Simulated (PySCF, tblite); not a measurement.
# C₂H₆AlAs: dynamics, then NMR shifts and electronic excitations on frames, part 2 of 2

tblite 0.8.0 and PySCF 2.14.0. Atoms count from 0. Earlier steps stand in the parts before.

### 9 Shielding tensors: 800 fs, PBE0/pcSseg-1

What the job is given:

```
{"job": {"kind": "nmr", "xc": "PBE0", "basis": "pcSseg-1", "pop": false}, "charge": 0, "multiplicity": 1}
C      1.857700    -1.758400    -0.197600
C      1.397300    -0.662300     0.113000
Al     0.680700     0.666500     1.252100
As    -1.608100    -0.088700     0.163800
H      2.498000    -2.550800    -0.431200
H      0.070600     2.106200     0.976200
H      0.923200     0.486000     2.726100
H     -1.227800     0.815000    -0.947300
H     -2.847600    -0.541800    -0.869600
H     -2.794400     0.853000     0.629900
```

Level: GIAO PBE0/pcSseg-1 NMR shielding, non-relativistic, gas phase.

The program printed:

```text
coarse grid: 38880 points
cycle   1  E = -2557.1978704506  dE = -7.592e-01  |g| = 7.713e-01  |ddm| = 2.868e+00
cycle   2  E = -2557.1825623886  dE =  1.531e-02  |g| = 6.630e-01  |ddm| = 9.299e-01
cycle   3  E = -2557.2327740101  dE = -5.021e-02  |g| = 2.651e-01  |ddm| = 6.151e-01
cycle   4  E = -2557.2490882789  dE = -1.631e-02  |g| = 8.988e-02  |ddm| = 2.210e-01
cycle   5  E = -2557.2509134411  dE = -1.825e-03  |g| = 8.385e-03  |ddm| = 7.188e-02
cycle   6  E = -2557.2509354668  dE = -2.203e-05  |g| = 2.349e-03  |ddm| = 1.405e-02
cycle   7  E = -2557.2509374516  dE = -1.985e-06  |g| = 7.015e-04  |ddm| = 3.969e-03
final grid: 79616 points
cycle   8  E = -2557.2509489967  dE = -7.502e-09  |g| = 7.431e-04  |ddm| = 1.810e-03
cycle   9  E = -2557.2509489532  dE =  4.344e-08  |g| = 8.647e-04  |ddm| = 1.807e-03
cycle  10  E = -2557.2509491611  dE = -2.078e-07  |g| = 1.477e-04  |ddm| = 9.559e-04
cycle  11  E = -2557.2509491664  dE = -5.382e-09  |g| = 3.200e-05  |ddm| = 1.177e-04
cycle  12  E = -2557.2509491667  dE = -2.251e-10  |g| = 3.779e-06  |ddm| = 2.610e-05
converged SCF energy = -2557.2509491667

GIAO shielding tensors (ppm)
atom      isotropic    diamagn.    paramagn.     s11        s22        s33       span
  0 C       63.218     259.087    -195.869    -24.507     -9.425    223.587    248.093
  1 C       76.856     260.408    -183.552    -41.205    -16.005    287.777    328.982
  2 Al     386.202     794.863    -408.661    310.703    403.015    444.888    134.185
  3 As    1943.693    2877.189    -933.497   1748.146   1961.961   2120.971    372.825
  4 H       28.994      31.578      -2.583     24.303     24.813     37.868     13.565
  5 H       26.405      28.248      -1.843     22.133     26.842     30.241      8.108
  6 H       27.305      28.369      -1.064     24.530     24.959     32.427      7.897
  7 H       28.896      30.412      -1.517     21.379     23.994     41.314     19.935
  8 H       25.332      24.821       0.511     19.559     20.561     35.877     16.318
  9 H       27.503      27.170       0.332     20.603     22.291     39.614     19.011
```

Run time: 6.1 s. Hardware: 1 thread of Intel Xeon 6975P-C, shared host; peak memory 0.74 GiB.

This run: δ C0 123.7, C1 110.1, Al2 103.8, As3 45, H8 6.38, H5 5.31 ppm.

### 10 Ultraviolet spectrum: 800 fs, PBE0/def2-SVPD

Same as in step 9 but for these lines:

```diff
@@ -1,2 +1,2 @@
-{"job": {"kind": "nmr", "xc": "PBE0", "basis": "pcSseg-1", "pop": false}, "charge": 0, "multiplicity": 1}
+{"job": {"kind": "uv", "xc": "PBE0", "basis": "def2-SVPD", "nstates": 5, "ntriplets": 0}, "charge": 0, "multiplicity": 1}
 C      1.857700    -1.758400    -0.197600
```

Level: TDDFT PBE0/def2-SVPD, vertical, gas phase, core orbitals frozen in the response.

The program printed:

```text
coarse grid: 38880 points
cycle   1  E = -2557.0590333802  dE = -6.809e-01  |g| = 3.885e-01  |ddm| = 4.681e+00
cycle   2  E = -2557.0391199559  dE =  1.991e-02  |g| = 4.638e-01  |ddm| = 1.583e+00
cycle   3  E = -2557.0888965292  dE = -4.978e-02  |g| = 1.839e-01  |ddm| = 8.101e-01
cycle   4  E = -2557.0977998189  dE = -8.903e-03  |g| = 2.695e-02  |ddm| = 2.552e-01
cycle   5  E = -2557.0980062145  dE = -2.064e-04  |g| = 4.803e-03  |ddm| = 5.701e-02
cycle   6  E = -2557.0980151018  dE = -8.887e-06  |g| = 1.200e-03  |ddm| = 1.385e-02
final grid: 79616 points
cycle   7  E = -2557.0980237545  dE =  2.408e-08  |g| = 1.304e-03  |ddm| = 6.532e-03
cycle   8  E = -2557.0980230451  dE =  7.093e-07  |g| = 2.063e-03  |ddm| = 5.103e-03
cycle   9  E = -2557.0980242383  dE = -1.193e-06  |g| = 6.226e-04  |ddm| = 3.137e-03
cycle  10  E = -2557.0980243458  dE = -1.074e-07  |g| = 2.453e-05  |ddm| = 7.420e-04
cycle  11  E = -2557.0980243460  dE = -2.037e-10  |g| = 4.065e-06  |ddm| = 5.431e-05
converged SCF energy = -2557.0980243460

Static polarisability (au): isotropic 89.753, principal 67.224 94.957 107.079

Singlet excitations
state   eV       nm        f      main configurations
  1   4.4020    281.7   0.00437   H->L 0.94
  2   4.7773    259.5   0.03803   H-1->L 0.93
  3   5.1545    240.5   0.01345   H-2->L 0.92
  4   5.8658    211.4   0.00135   H->L+1 0.55, H-1->L+3 0.12, H-1->L+1 0.10
  5   6.0277    205.7   0.00199   H-3->L 0.79
```

It took 7.1 s on 1 thread of Intel Xeon 6975P-C, shared host; peak memory 0.71 GiB.

Key values: HOMO -7.75 eV, LUMO -2.16 eV; lowest singlet 4.40 eV.

### 11 NMR shieldings: 1000 fs, PBE0/pcSseg-1

What the job is given:

```
{"job": {"kind": "nmr", "xc": "PBE0", "basis": "pcSseg-1", "pop": false}, "charge": 0, "multiplicity": 1}
C      1.336200    -0.792800    -0.577600
C      1.262300     0.438100    -0.487200
Al     0.181600     1.057400     1.095400
As    -2.086700    -0.375400     0.129300
H      1.494700    -1.840200    -0.920000
H     -0.557000     2.498100     0.736100
H      0.275700     0.538300     2.571800
H     -1.635800    -1.489600    -0.803600
H     -3.701800    -0.303600     0.269200
H     -1.940900     0.908600    -0.940700
```

Level: GIAO PBE0/pcSseg-1 NMR shielding, non-relativistic, gas phase.

The program printed:

```text
coarse grid: 38880 points
cycle   1  E = -2557.1886443450  dE = -9.454e-01  |g| = 7.826e-01  |ddm| = 2.823e+00
cycle   2  E = -2557.1374883945  dE =  5.116e-02  |g| = 7.614e-01  |ddm| = 9.757e-01
cycle   3  E = -2557.2134991653  dE = -7.601e-02  |g| = 3.572e-01  |ddm| = 7.944e-01
cycle   4  E = -2557.2461082543  dE = -3.261e-02  |g| = 7.562e-02  |ddm| = 2.861e-01
cycle   5  E = -2557.2472343305  dE = -1.126e-03  |g| = 1.182e-02  |ddm| = 7.000e-02
cycle   6  E = -2557.2472801508  dE = -4.582e-05  |g| = 2.013e-03  |ddm| = 1.706e-02
cycle   7  E = -2557.2472816996  dE = -1.549e-06  |g| = 4.820e-04  |ddm| = 3.527e-03
final grid: 79616 points
cycle   8  E = -2557.2473330270  dE =  2.367e-08  |g| = 6.582e-04  |ddm| = 1.611e-03
cycle   9  E = -2557.2473327088  dE =  3.182e-07  |g| = 1.293e-03  |ddm| = 1.680e-03
cycle  10  E = -2557.2473331356  dE = -4.268e-07  |g| = 2.165e-04  |ddm| = 1.064e-03
cycle  11  E = -2557.2473331482  dE = -1.266e-08  |g| = 2.345e-05  |ddm| = 2.071e-04
cycle  12  E = -2557.2473331483  dE = -6.639e-11  |g| = 2.132e-06  |ddm| = 1.834e-05
converged SCF energy = -2557.2473331483

GIAO shielding tensors (ppm)
atom      isotropic    diamagn.    paramagn.     s11        s22        s33       span
  0 C       52.277     267.514    -215.237    -58.561    -23.758    239.150    297.711
  1 C       62.007     262.727    -200.720    -60.242    -22.963    269.226    329.468
  2 Al     413.927     792.926    -378.999    380.349    412.361    449.072     68.723
  3 As    1656.741    2880.992   -1224.251   1515.061   1689.124   1766.039    250.977
  4 H       27.891      31.252      -3.361     22.435     23.950     37.286     14.851
  5 H       26.108      27.822      -1.714     22.892     25.083     30.348      7.456
  6 H       26.410      27.886      -1.476     23.520     24.675     31.035      7.515
  7 H       27.017      30.021      -3.004     20.025     23.280     37.745     17.720
  8 H       25.267      26.000      -0.734     19.276     20.265     36.258     16.982
  9 H       24.373      27.008      -2.635     19.047     21.480     32.592     13.545
```

It took 6.1 s on 1 thread of Intel Xeon 6975P-C, shared host; peak memory 0.74 GiB.

Key values: δ C0 134.6, C1 124.9, Al2 76.0, As3 332, H9 7.34, H8 6.45 ppm.

### 12 Ultraviolet spectrum: 1000 fs, PBE0/def2-SVPD

Same as in step 11 but for these lines:

```diff
@@ -1,2 +1,2 @@
-{"job": {"kind": "nmr", "xc": "PBE0", "basis": "pcSseg-1", "pop": false}, "charge": 0, "multiplicity": 1}
+{"job": {"kind": "uv", "xc": "PBE0", "basis": "def2-SVPD", "nstates": 5, "ntriplets": 0}, "charge": 0, "multiplicity": 1}
 C      1.336200    -0.792800    -0.577600
```

Method: TDDFT PBE0/def2-SVPD, vertical, gas phase, core orbitals frozen in the response.

The program printed:

```text
coarse grid: 38880 points
cycle   1  E = -2557.0504574375  dE = -8.676e-01  |g| = 4.055e-01  |ddm| = 3.780e+00
cycle   2  E = -2556.9986641826  dE =  5.179e-02  |g| = 5.775e-01  |ddm| = 1.327e+00
cycle   3  E = -2557.0851637497  dE = -8.650e-02  |g| = 1.915e-01  |ddm| = 7.745e-01
cycle   4  E = -2557.0947640884  dE = -9.600e-03  |g| = 2.733e-02  |ddm| = 2.348e-01
cycle   5  E = -2557.0949802376  dE = -2.161e-04  |g| = 6.391e-03  |ddm| = 5.005e-02
cycle   6  E = -2557.0949967292  dE = -1.649e-05  |g| = 1.238e-03  |ddm| = 1.196e-02
cycle   7  E = -2557.0949973298  dE = -6.006e-07  |g| = 2.887e-04  |ddm| = 2.544e-03
final grid: 79616 points
cycle   8  E = -2557.0950376115  dE = -3.851e-09  |g| = 4.449e-04  |ddm| = 4.231e-03
cycle   9  E = -2557.0950374526  dE =  1.589e-07  |g| = 8.937e-04  |ddm| = 1.501e-03
cycle  10  E = -2557.0950376578  dE = -2.052e-07  |g| = 1.365e-04  |ddm| = 1.032e-03
cycle  11  E = -2557.0950376626  dE = -4.781e-09  |g| = 6.043e-06  |ddm| = 1.646e-04
cycle  12  E = -2557.0950376626  dE =  2.274e-12  |g| = 2.224e-06  |ddm| = 1.446e-05
converged SCF energy = -2557.0950376626

Static polarisability (au): isotropic 90.998, principal 77.288 93.670 102.036

Singlet excitations
state   eV       nm        f      main configurations
  1   5.0878    243.7   0.01181   H->L 0.95
  2   5.4985    225.5   0.01041   H-1->L+1 0.23, H->L+1 0.16, H-1->L 0.13
  3   5.6526    219.3   0.01891   H->L+1 0.70, H-1->L 0.19
  4   5.7856    214.3   0.18556   H-1->L 0.60, H-1->L+1 0.13, H->L+1 0.08
  5   5.9304    209.1   0.01145   H->L+2 0.48, H-1->L+1 0.23, H-3->L 0.08
```

It took 7.4 s on 1 thread of Intel Xeon 6975P-C, shared host; peak memory 0.71 GiB.

In short: HOMO -7.59 eV, LUMO -1.35 eV; lowest singlet 5.09 eV.

### 13 Run by run: NMR shifts

Shifts (ppm) of some atoms, chosen among heavy atoms and hydrogens apart, with basis size and wall time:

```tsv
frame	C0	C1	H8	H4	H9	Al2	As3	functions	time
250 fs	123.0	112.2	2.92	2.50	1.02	89.6	-125	129	9.5 s
425 fs	120.1	114.7	2.42	1.12	4.21	112.8	141	129	6 s
625 fs	117.3	113.9	2.25	4.53	3.90	82.8	-95	129	6 s
800 fs	123.7	110.1	6.38	2.72	4.21	103.8	45	129	6.1 s
1000 fs	134.6	124.9	6.45	3.83	7.34	76.0	332	129	6.1 s
```

### 14 Run by run: electronic excitations

Excitations and ground-state properties, with basis size and wall time:

```tsv
frame	lowest singlet (eV)	brightest (eV)	f	gap (eV)	α (Å³)	μ (D)	functions	time
250 fs	4.20	4.51	0.024	5.34	12.91	2.70	150	9.9 s
425 fs	4.59	5.05	0.090	5.91	13.65	1.98	150	7.1 s
625 fs	4.70	5.45	0.026	5.93	13.51	2.96	150	7.2 s
800 fs	4.40	4.78	0.038	5.59	13.30	1.75	150	7.1 s
1000 fs	5.09	5.79	0.186	6.24	13.48	3.90	150	7.4 s
```

### 15 Results

The summary covers parts 1 to 2.

| quantity | value |
| --- | --- |
| thermostat | 600 K |
| mean temperature, second half | 656 K |
| mean potential energy above the minimum | 0.65 eV |
| ¹³C shifts against TMS (PBE0/pcSseg-1, 250 fs) | 123.0, 112.2 ppm |
| ¹H shifts against TMS (PBE0/pcSseg-1, 250 fs) | 5.16, 4.68, 2.92, 2.78, 2.50, 1.02 ppm |
| ²⁷Al shifts against AlH4- (PBE0/pcSseg-1, 250 fs) | 89.6 ppm |
| ⁷⁵As shifts against AsH3 (PBE0/pcSseg-1, 250 fs) | -125 ppm |
| surface potential, 1st and 99th percentile | -1.15 V and 1.77 V |
| lowest singlet (PBE0/def2-SVPD, 250 fs) | 4.20 eV (295 nm), f = 0.014 |
| brightest single state of those computed | state 2, 4.51 eV, f = 0.024 |
| range of the shift of As3 | -125 to 332 ppm |
| range of the lowest singlet | 4.20 to 5.09 eV |

In the second half the potential energy averages 0.65 eV above the minimum; equipartition over 24 harmonic modes at 600 K would give 0.62 eV. With 10 atoms the temperature swings widely (268 to 1075 K). Shifts at one fixed geometry are not the observed spectrum, which averages over the motion. In the first frame run (250 fs): Shielding is most anisotropic at As3 (span 414 ppm, paramagnetic term -763 ppm). By nearest atom (PBE0/pcSseg-1), the HOMO sits on H6 28 %; C0, C1 about 24 % each and the LUMO on Al2 28 %; As3 20 %. The lowest singlet, at 4.20 eV, is HOMO→LUMO 0.93 and is weak; of the 5 states computed, the strongest absorption comes from state 2 at 4.51 eV. In ppm, As3 moves most: its shift spreads over 457 ppm, from -125 (250 fs) to 332 (1000 fs). The lowest singlet runs from 4.20 eV (250 fs) to 5.09 eV (1000 fs), while the orbital gap spans 5.34 to 6.24 eV. The lowest state need not be the same one in every run. Spin-orbit coupling is left out, which matters for shieldings and couplings at and beside the heavy atoms.
